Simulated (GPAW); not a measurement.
Crystal: Mn2Ge.

```
Ge Mn
1.0
     4.18682    0.00000    0.00000
    -2.09341    3.62589    0.00000
     0.00000    0.00000    5.10609
Ge Mn
2 4
Direct
  0.33333 0.66667 0.25000
  0.66667 0.33333 0.75000
  0.33333 0.66667 0.75000
  0.66667 0.33333 0.25000
  0.00000 0.00000 0.00000
  0.00000 0.00000 0.50000
```

The cell comes from a database or a generator and needn't be the stable form of this composition.

Base run:

```yaml
Program: GPAW 26.7.0
Functional: PBEsol
Potentials_or_basis: PAW data sets generated in the run's folder for this functional
Cutoff: 600 eV
Basis: pw
k_mesh: 7 × 7 × 5
Occupations: fermi-dirac, width 0.05 eV
Spin: collinear spin, ferromagnetic start
Starting_moments: "[0.0, 0.0, 4.0, 4.0, 4.0, 4.0] μB"
```

Its results: pressure -8.1 GPa; net moment 8.88 μB per cell; site moments Ge -0.06; Mn +2.36, +1.99 μB.

The run is repeated on the same cell with these changes: k mesh from 7 × 7 × 5 to 5 × 5 × 4. What comes out?

Pressure -8.7 GPa; net moment 8.69 μB per cell; site moments Ge -0.06; Mn +2.30, +1.96 μB.
